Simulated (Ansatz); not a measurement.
Working through a comparison of magnetic orders of ZnFe, space group P4/mmm

Program: Ansatz's Python interface.

Run as a notebook:

```python
import ansatz as az
import numpy as np
from tabulate import tabulate


def count_gap(report):
    # lowest empty less highest filled band, counting bands; zero where they overlap
    return max(report.get("gap_by_band_count_ev") or 0.0, 0.0)
```

```python
CELL = [
    [2.541602, 0.0, 0.0],
    [0.0, 5.083204, 0.0],
    [0.0, 0.0, 3.870151],
]
ATOMS = [
    ("Zn", [0.5, 0.25, 0.5]),
    ("Fe", [0.0, 0.0, 0.0]),
    ("Zn", [0.5, 0.75, 0.5]),
    ("Fe", [0.0, 0.5, 0.0]),
]
```

```python
def ordered(moments):
    crystal = az.Crystal(lattice=az.Lattice.of(CELL))
    for (symbol, position), moment in zip(ATOMS, moments):
        crystal = crystal.atom(symbol, position, moment=moment or None)
    return crystal
```

```python
# starting moments in muB, one an atom
orders = {
    "FM": [0, 4.2, 0, 4.2],
    "AFM": [0, 4.2, 0, -4.2],
}
```

```python
rows = []
for label, moments in orders.items():
    model = (
        ordered(moments).calculation()
        .functional("PBEsol")
        .pseudopotentials("paw")
        .kpoints(9, 5, 6)
        .occupations("methfessel_paxton", width=50 * az.meV)
        .spin("collinear")
        .band_table()
    )
    summary = model.run(threads=1, pin="off").report
    rows.append((label, summary["free_energy_ev"], summary["magnetization_mub"], summary["absolute_magnetization_mub"], max(abs(m) for m in summary["site_moments_mub"]), count_gap(summary)))
    print(label, "site moments:", [round(m, 2) for m in summary["site_moments_mub"]])
```

    DeckWarning: basis.ecutwfc = 420 eV, auto-derived from the records' recommended cutoffs: set by Zn (normal level)
    DeckWarning: where an SCF of this run starts from atoms to list the orders of its open shells, Fe (sites 1, 3, from 0) starts with 4.00 μB on its 3d shell, in the place of the 4.20 μB that the deck gives it: its open shells can hold no more by Hund's first rule. To start from spheres of the given moment, type scf.initial_density.shell_occupations: []
    FM site moments: [-0.04, 2.43, -0.04, 2.43]
    DeckWarning: where an SCF of this run starts from atoms to list the orders of its open shells, Fe (site 1, from 0) starts with 4.00 μB on its 3d shell, in the place of the 4.20 μB that the deck gives it: its open shells can hold no more by Hund's first rule. To start from spheres of the given moment, type scf.initial_density.shell_occupations: []
    DeckWarning: where an SCF of this run starts from atoms to list the orders of its open shells, Fe (site 3, from 0) starts with -4.00 μB on its 3d shell, in the place of the -4.20 μB that the deck gives it: its open shells can hold no more by Hund's first rule. To start from spheres of the given moment, type scf.initial_density.shell_occupations: []
    AFM site moments: [0.0, 2.17, -0.0, -2.17]

```python
# the same cell with no spin polarisation
plain = (
    ordered([0] * len(ATOMS)).calculation()
    .functional("PBEsol")
    .pseudopotentials("paw")
    .kpoints(9, 5, 6)
    .occupations("methfessel_paxton", width=50 * az.meV)
    .band_table()
)
summary = plain.run(threads=1, pin="off").report
rows.append(("NM", summary["free_energy_ev"], 0.0, 0.0, 0.0, count_gap(summary)))
```

```python
lowest = min(row[1] for row in rows)
rows = [(row[0], 1000 * (row[1] - lowest) / 2, *row[2:]) for row in sorted(rows, key=lambda row: row[1])]
print(tabulate(rows, headers=["order", "meV/magnetic atom", "net muB", "absolute muB", "largest site muB", "gap by band count eV"], floatfmt=".4f", tablefmt="pipe"))
print("lowest of these starts:", rows[0][0])
```

    | order   |   meV/magnetic atom |   net muB |   absolute muB |   largest site muB |   gap by band count eV |
    |:--------|--------------------:|----------:|---------------:|-------------------:|-----------------------:|
    | FM      |              0.0000 |    4.7259 |         5.2273 |             2.4280 |                 0.0000 |
    | AFM     |            298.0148 |    0.0000 |         4.6078 |             2.1692 |                 0.0000 |
    | NM      |            663.0826 |    0.0000 |         0.0000 |             0.0000 |                 0.0000 |
    lowest of these starts: FM

In order of energy: ferromagnetic (+0.0 meV an atom, largest site moment 2.43 μB), antiferro- or ferrimagnetic (+149.0 meV an atom, largest site moment 2.17 μB) and non-magnetic (+331.5 meV an atom, largest site moment 0.00 μB). These are the states reached from the starts typed.

What to keep in mind:
- The magnetic order follows from the starting moments and needn't be the lowest.
- For a metal this k-point mesh is coarse: on a finer one energies can move by several to tens of meV an atom and pressures by half a GPa or more, differences at one mesh by less.
- A gap by band count of zero or less means overlapping bands, a metal.
- The structure comes from a database of computed cells and needn't be a stable or known phase.
- Levels are Kohn-Sham eigenvalues on this mesh.
- Warnings are shown shortened and without file and line.
- Each row is the state reached from that start at the given structure, not necessarily the lowest of its order; other orders weren't tried.
- The whole script took 47 s on 1 thread of Arm Neoverse V1, on a shared host, peak memory 0.55 GiB.

(Lines on the test bed's own set-up are left out of the output.)
